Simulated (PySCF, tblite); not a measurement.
# C3H4BCl2 radical: geometry, infrared bands and EPR parameters

Wanted: the infrared bands and EPR parameters of C3H4BCl2 radical (`[CH2]/C=C/B(Cl)Cl`), by calculation.

The runs use tblite 0.8.0 and PySCF 2.14.0, with density-fitted response routines of our own; the level of theory stands in each step. All values are computed, except where a source is named. Atoms are numbered from 0 throughout.

## (1) Starting geometry

10 atoms, charge 0, multiplicity 2; geometry from: force field or distance geometry start.

Bonds of the start (Å): C0–C1 1.46, C1–C2 1.36, C2–B3 1.56, B3–Cl4 1.85, B3–Cl5 1.85, C0–H6 1.10, C0–H7 1.09, C1–H8 1.07, C2–H9 1.09.

## (2) Relaxing the molecule with GFN2-xTB

The job: settings as JSON, then the geometry in Å.

```
{"job": {"kind": "relax", "xc": "GFN2-xTB", "basis": "xTB"}, "charge": 0, "multiplicity": 2}
C     -1.967600     0.059500    -0.073400
C     -0.540200     0.244300    -0.316300
C      0.344800    -0.219400     0.600000
B      1.856000     0.000500     0.301100
Cl     2.564500    -1.053200    -1.045300
Cl     2.521100     1.729700     0.364600
H     -2.509700    -0.200900    -0.995100
H     -2.158100    -0.556700     0.804700
H     -0.121100     0.721500    -1.178400
H      0.019200    -0.720600     1.515400
```

Launch:

```console
> OMP_NUM_THREADS=1 python probes_run.py task.json out
```

One launch serves the whole session: the jobs run in the order shown.

**Question.** This job is followed by: GFN2-xTB harmonic vibrations, gas phase; UKS B3LYP, pcH-1 on B C Cl H, non-relativistic, mean-field spin-orbit, GIAO. Predict these results of the whole session: strongest single infrared mode (GFN2-xTB); zero-point energy (GFN2-xTB); g(iso) (B3LYP); ⟨S²⟩; largest a(iso) (averaged by class); surface potential, 1st and 99th percentile.

The runs gave:

```
                                 quantity                value
strongest single infrared mode (GFN2-xTB)  752 cm⁻¹, 85 km/mol
             zero-point energy (GFN2-xTB)        39.0 kcal/mol
                           g(iso) (B3LYP)              2.00479
                                     ⟨S²⟩   0.771 (exact 0.75)
       largest a(iso) (averaged by class)  13C on C0, 45.3 MHz
    surface potential, 1st and 99th percentile   -0.59 V and 1.20 V
```

What this shows: The optimisation took 91 steps and gained 1.467 eV; among the close pairs (by a distance rule), B3–Cl5 changed most, from 1.854 to 1.736 Å. All 24 modes are real, so the xTB geometry is a minimum. The strongest single mode, at 752 cm⁻¹, moves mainly B3. GFN2-xTB is a fitted tight-binding method: band positions and strengths are rough. Its intensities can rank the bands wrongly. The largest spin populations lie on C2 (0.58 e), C0 (0.57 e). The isotropic g lies 2.5 ppt above the free-electron value.
